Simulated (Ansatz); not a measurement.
# BCl₂H₂InO: basis-set convergence

Aim: see how fast density functionals converge with the basis set for BCl₂H₂InO.

Computed with Ansatz 0.2.0, Gaussian basis. Level: one geometry, several basis sets.

The runs, in order: PBE0-D4/def2-SVP; ωB97M-V/def2-SVP; PBE0-D4/def2-QZVPP; ωB97M-V/def2-QZVPP; the functionals' def2-TZVPP values are taken from earlier runs.

**1. Structure used throughout**

The geometry comes from an earlier relaxation with PBE0-D4 in a triple-zeta def2 set; it is a stationary point, not always the lowest conformer. In takes the def2 core potential; no spin-orbit term is included.

SMILES `[OH][InH][B](Cl)Cl`, 7 atoms, charge 0, spin multiplicity 1.

Atoms are counted from 1 here; the program's logs count them from 0.

Bond lengths: O1–In2 1.995 Å, O1–H6 0.959 Å, In2–B3 2.260 Å, In2–H7 1.709 Å, B3–Cl4 1.746 Å, B3–Cl5 1.746 Å. Angles: In2–O1–H6 113.8°, O1–In2–B3 115.5°, O1–In2–H7 109.7°, B3–In2–H7 134.8°, In2–B3–Cl4 121.1°, In2–B3–Cl5 121.1°, Cl4–B3–Cl5 117.7°.

As a file:

```xyz
7
charge 0, multiplicity 1
O    -0.7225   -1.4865   -1.4907
In   -0.8766    0.1975   -0.4321
B     0.8447    0.6278    0.9677
Cl    0.8558    0.0107    2.6015
Cl    2.2181    1.5722    0.4460
H     0.0792   -1.9833   -1.3147
H    -2.3377    0.9938   -0.8234
```

**2. PBE0-D4 in def2-SVP**

in.yaml reads:

```yaml
crystal:
  periodic: [false, false, false]
  atoms:
    - {symbol: O, position_ang: [-0.722465, -1.486545, -1.490657]}
    - {symbol: In, position_ang: [-0.876553, 0.197525, -0.432115]}
    - {symbol: B, position_ang: [0.844742, 0.627750, 0.967708]}
    - {symbol: Cl, position_ang: [0.855847, 0.010682, 2.601490]}
    - {symbol: Cl, position_ang: [2.218096, 1.572170, 0.445987]}
    - {symbol: H, position_ang: [0.079206, -1.983323, -1.314747]}
    - {symbol: H, position_ang: [-2.337673, 0.993842, -0.823366]}
basis:
  gaussian: {orbitals: def2-SVP}
hamiltonian: {xc: pbe0, dispersion: d4}
output: {orbitals: {seedname: orbitals}}
```

After this run come: ωB97M-V in def2-SVP; PBE0-D4 in def2-QZVPP; ωB97M-V in def2-QZVPP.

**Question.** What will the summary of the whole plan be? Wanted: PBE0-D4: double and triple zeta above quadruple; ωB97M-V: double and triple zeta above quadruple.

**Answer**, as computed:

```
                                       quantity           value
PBE0-D4: double and triple zeta above quadruple  13.16, 0.94 eV
ωB97M-V: double and triple zeta above quadruple  13.11, 0.90 eV
```

**Reading.** For PBE0-D4 the step from double to triple zeta gains 12.22 eV and the next only 0.94 eV. These are total energies; as a rule much of such shifts cancels in differences, which this series doesn't test.
